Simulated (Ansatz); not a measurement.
# ScAl: the cost of one run

Computed with Ansatz 0.2.0 (DFT LDA, frozen-core PAW and all-electron LAPW, scalar-relativistic unless said, unless a step's input says otherwise).

### 1 The structure to begin with

The structure is cubic, space group Pm-3m (No. 221). The conventional cell has a = 3.370 Å, b = 3.370 Å, c = 3.370 Å, α = 90.00°, β = 90.00°, γ = 90.00°. Around Sc (site symmetry m-3m) lie 8 Al at 2.92 Å. Al (site symmetry m-3m) has 8 Sc at 2.92 Å as nearest neighbours.

Structure file:

```xyz
2
Lattice="3.3703 0.0000 0.0000 0.0000 3.3703 0.0000 0.0000 0.0000 3.3703" Properties=species:S:1:pos:R:3 pbc="T T T"
Sc    1.6852    1.6852    1.6852
Al    0.0000    0.0000    0.0000
```

Cartesian axes are those of the input's lattice vectors. The structure goes back to a database entry.

### 2 Cell and atoms relaxed, PAW

File input.yaml:

```yaml
crystal:
  lattice:
    - [3.37034897, 0.0, 0.0]
    - [0.0, 3.37034897, 0.0]
    - [0.0, 0.0, 3.37034897]
  atoms:
    - { symbol: Sc, position: [0.5, 0.5, 0.5] }
    - { symbol: Al, position: [0.0, 0.0, 0.0] }
kpoints:
  mp_grid: { grid: [12, 12, 12] }
scf:
  occupations: { method: fermi_dirac, width: 0.1 }
hamiltonian:
  xc: lda
  pseudopotentials: { kind: paw }
relax:
  f_tol: 0.002
  max_steps: 80
  cell: {}
output:
  forces: true
  stress: true
```

Run with:

```bash
$ ansatz run input.yaml --threads 1 --pin off --max-ram 3072MiB --backend cpu --events-out ev --progress --plain --runs-dir out
```

Q: Estimate wall time and peak memory on 1 thread of Arm Neoverse V1, shared host.

About 8.8 s, with a peak of 0.32 GiB.
